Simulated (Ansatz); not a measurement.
Crystal: CsLiCr2Te2S3.

```
Cs Li Cr Te S
1.0
     3.60358    0.00000    0.00000
    -1.80179    3.12079    0.00000
     0.00000    0.00000   19.06651
Cs Li Cr Te S
1 1 2 2 3
Direct
  0.00000 0.00000 0.37399
  0.66667 0.33333 0.01607
  0.00000 0.00000 0.86637
  0.33333 0.66667 0.16833
  0.33333 0.66667 0.53891
  0.66667 0.33333 0.77276
  0.00000 0.00000 0.10030
  0.33333 0.66667 0.92920
  0.66667 0.33333 0.23408
```

The cell was built by a generator and needn't be a form met in nature.

Base run:

* Program: Ansatz 0.2.0
* Functional: PBE
* Potentials or basis: Ansatz PAW
* Cutoff: 420 eV (not typed: the program's choice for these potentials)
* k mesh: 9 × 9 × 2
* Occupations: fermi-dirac, width 0.05 eV
* Spin: collinear spin, ferromagnetic start
* Starting moments: [0.0, 0.0, 3.0, 3.0, 0.0, 0.0, 0.0, 0.0, 0.0] μB
* Hubbard terms: Cr d U = 6 eV

Its results: band gap on the k mesh none (metal or under the smearing width); pressure 4.0 GPa; net moment 6.12 μB per cell; site moments Cs -0.01; Li -0.02; Cr +3.36, +3.20; Te -0.02, -0.26; S -0.24, -0.23 μB; largest force 1.104 eV/Å.

Q: The run is repeated on the same cell with these changes: hubbard terms from Cr d U = 6 eV to Cr d U = 2 eV. What comes out?

A: Band gap on the k mesh none (metal or under the smearing width); pressure 1.3 GPa; net moment 5.93 μB per cell; site moments Cs -0.00; Li -0.01; Cr +2.90, +2.88; Te -0.01, -0.16; S -0.10, -0.11 μB; largest force 0.399 eV/Å.

Caveats: the magnetic or orbital state may not be the lowest; only a ferromagnetic start was run, and an antiferromagnetic order may lie lower in energy; the density of states is complete only up to the lowest level of the last band computed; forces of over 1 eV/Å show positions far from the minimum, so gaps and moduli don't describe the material at rest (some runs).
